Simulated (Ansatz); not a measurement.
# TlAgTe2: the cost of one run

Method: DFT PBEsol, scalar-relativistic, plane waves, PAW, in Ansatz 0.2.0.

1 further run of the same task is left out (set aside as unsound or not needed). Runs told in other sessions of the task aren't counted.

### 1 The system as given

Symmetry: I-4m2, No. 119, tetragonal system. Conventional cell: a = 3.564 Å, b = 3.564 Å, c = 18.410 Å, α = 90.00°, β = 90.00°, γ = 90.00°. Around Tl (site symmetry -4m2) lie 8 Te at 3.53 Å and 4 Tl at 3.56 Å. Ag (site symmetry -4m2) has 4 Te at 2.77 Å in its first shell of neighbours. Te (site symmetry 2mm) is surrounded by 2 Ag at 2.77 Å and 4 Tl at 3.53 Å.

Coordinates:

```
Tl Ag Te
1.0
    -1.78213    1.78213    9.20487
     1.78213   -1.78213    9.20487
     1.78213    1.78213   -9.20487
Tl Ag Te
1 1 2
Direct
  0.00000 0.00000 0.00000
  0.75000 0.25000 0.50000
  0.36554 0.36554 0.00000
  0.63446 0.63446 0.00000
```

Origin of the cell: volume kept, shape and atoms relaxed. At PBEsol, an earlier run found -1.41 GPa for this cell of 29.235 Å³/atom (12×12×12 mesh), no gap.

### 2 Bands on a fine mesh, Fermi surface

The input, input.yaml:

```yaml
crystal:
  lattice:
    - [-1.7821302655, 1.7821302655, 9.2048749534]
    - [1.7821302655, -1.7821302655, 9.2048749534]
    - [1.7821302655, 1.7821302655, -9.2048749534]
  atoms:
    - { symbol: Tl, position: [0.0, 0.0, 0.0] }
    - { symbol: Ag, position: [0.75, 0.25, 0.5] }
    - { symbol: Te, position: [0.3655388473, 0.3655388473, 0.0] }
    - { symbol: Te, position: [0.6344611527, 0.6344611527, 0.0] }
basis:
  ecutwfc: 420
  ecutrho_ratio: 4
kpoints:
  mp_grid: { grid: [12, 12, 12] }
hamiltonian:
  xc: pbesol
scf:
  occupations: { method: gaussian, width: 0.05 }
output:
  forces: true
  stress: true
  eigenvalues: true
  eigenstates:
    nscf_kmesh: { grid: [18, 18, 18] }
    de_dk: true
    e_range: [-2.5, 2.5]
  write_density: true
  write_potential: true
  elf: true
  volumetric_format: npy
```

Run with:

```bash
ansatz run input.yaml --threads 4 --pin off --max-ram 9216MiB --backend cpu --events-out ev --progress --plain --runs-dir out
```

Q: Estimate wall time and peak memory on 4 threads of Arm Neoverse V2, shared host.

About 73 s, with a peak of 1.4 GiB.
